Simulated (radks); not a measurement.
**W⁴²⁺ in [Ar] 3d10 4s2 4p2: an all-electron calculation**

Wanted: eigenvalues, radial structure and energy terms of the tungsten ion W42+.

The numbers are computed with radks (a radial shooting solver on a logarithmic mesh, Libxc functionals) version 1 (Dirac Kohn-Sham, PBE, spin-unpolarised, spherical densities, finite nucleus; open shells fill j = l - 1/2 first), except any that are marked as measured or tabulated.

### 1 Starting point

| Quantity | Value |
| --- | --- |
| element | tungsten (Z = 74) |
| charge | +42 |
| electrons | 32 |
| configuration | [Ar] 3d10 4s2 4p2 |
| nuclear rms radius | 5.3658 fm |

### 2 The calculation

Settings of this run:

```text
Z 74
configuration [Ar] 3d10 4s2 4p2
relativity Dirac
functional pbe,pbe
spin unpolarised
j_filling energy
nucleus finite rms 5.3658 fm
c 137.035999084
```

What does the calculation give?

The runs gave:

```
                        quantity                    value
                    total energy      -15013.1043 hartree
exchange-correlation share of it                   1.65 %
                            −T/E                   1.1357
          highest occupied level        4p1/2, -2124.2 eV
    most extended occupied level  4s1/2, <r> = 0.396 bohr
 radius at density 0.001 e/bohr³               0.967 bohr
    maxima of the radial density                        3
         ionisation energy, NIST      2149 (semi-emp.) eV
```

The radial density shows 3 maxima for 4 occupied principal shells; where shells overlap, one shows as a shoulder or not at all. −T/E is 1.136: with relativity the kinetic term as defined here no longer equals −E. Minus the highest eigenvalue, 2124.2 eV, is 99 % of the tabulated ionisation energy (2149 eV). Spin polarisation and multiplet splitting are left out.
